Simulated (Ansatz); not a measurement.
# HfF5: the cost of one run

Method: DFT PBE, scalar-relativistic, plane waves, PAW, in Ansatz 0.2.0.

## (1) Starting point

The structure is hexagonal, space group P-62m (No. 189). The conventional cell has a = 4.288 Å, b = 4.288 Å, c = 4.603 Å, α = 90.00°, β = 90.00°, γ = 120.00°. Hf (site symmetry -62m) is surrounded by 12 F at 2.48 to 2.71 Å. Around F (site symmetry m2m) lie 10 F at 2.46 to 2.71 Å and 2 Hf at 2.71 Å. Around F (site symmetry -6) lie 9 F at 2.48 to 2.71 Å and 3 Hf at 2.48 Å.

As a file:

```
Hf F
1.0
     4.28797    0.00000    0.00000
    -2.14398    3.71349    0.00000
     0.00000    0.00000    4.60309
Hf F
1 5
Cartesian
  0.0000 0.0000 2.3015
  -0.7113 1.2320 0.0000
  1.4327 2.4815 0.0000
  1.4226 0.0000 0.0000
  2.1440 1.2378 2.3015
  0.0000 2.4757 2.3015
```

A structure generator made this guess: species swapped into a database cell of MgCd5 (P-62m, No. 189), with Hf on the Mg sites and F on the Cd sites. The dimensions are guesses.

## (2) Probe: one point on a coarse mesh

The input, input.yaml:

```yaml
crystal:
  lattice:
    - [4.28796603, 0.0, 0.0]
    - [-2.14398302, 3.71348751, 0.0]
    - [0.0, 0.0, 4.6030939]
  atoms:
    - { symbol: Hf, position: [0.0, 0.0, 0.5] }
    - { symbol: F, position: [0.0, 0.33176631, 0.0] }
    - { symbol: F, position: [0.66823369, 0.66823369, 0.0] }
    - { symbol: F, position: [0.33176631, 0.0, 0.0] }
    - { symbol: F, position: [0.66666667, 0.33333333, 0.5] }
    - { symbol: F, position: [0.33333333, 0.66666667, 0.5] }
basis:
  ecutwfc: 420
kpoints:
  mp_grid: { grid: [6, 6, 4] }
hamiltonian:
  xc: pbe
scf:
  occupations: { method: gaussian, width: 0.1 }
  lower_state_search: "off"
output:
  forces: true
  stress: true
  eigenvalues: true
```

On the command line:

```bash
$ ansatz run input.yaml --threads 1 --pin off --max-ram 2560MiB --backend cpu --events-out ev --progress --plain --runs-dir out
```

Q: Estimate wall time and peak memory on 1 thread of Intel Xeon Platinum 8259CL at 2.50GHz (Skylake/Cascade Lake), shared host.

About 5.3 s, with a peak of 0.39 GiB.
